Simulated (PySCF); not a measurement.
# CH4FNSi2: the cost of one run

Computed with PySCF 2.14.0, with density-fitted response routines of our own, on a single molecule in the gas phase. Atoms count from 0, in the outputs and in this text.

### Step 1. The starting structure

9 atoms, charge 0, multiplicity 1; geometry from: GFN2-xTB. The atoms were then displaced at random by about 0.01 Å, so the start is not that level's minimum.

Bonds of the start (Å): N0–C1 1.18, C1–Si2 1.88, Si2–Si3 2.26, Si3–F4 1.63, Si2–H5 1.47, Si2–H6 1.48, Si3–H7 1.46, Si3–H8 1.48.

### Step 2. Relaxing the molecule at PBE0-D3(BJ)/def2-SVP

The job: settings as JSON, then the geometry in Å.

```
{"job": {"xc": "PBE0", "basis": "def2-SVP", "d3": "d3bj", "grid": 1, "shake": 0.01, "kind": "geom"}, "charge": 0, "multiplicity": 1}
N      2.865330    -1.188300    -0.483430
C      1.996710    -0.432950    -0.235840
Si     0.588070     0.743580     0.163480
Si    -1.328710    -0.436650    -0.054210
F     -2.544650     0.597180     0.300320
H      0.798210     1.865990    -0.766640
H      0.938280     1.215170     1.526280
H     -1.684840    -0.864770    -1.407310
H     -1.570590    -1.516400     0.923630
```

Command:

```
OMP_NUM_THREADS=1 python probes_run.py task.json out
```

This one command runs all jobs of the session in turn.

**Question.** How long does this first job take on 1 thread of Arm Neoverse N1, shared host, and how much memory does it need?

About 39 s, with a peak of 0.4 GiB.
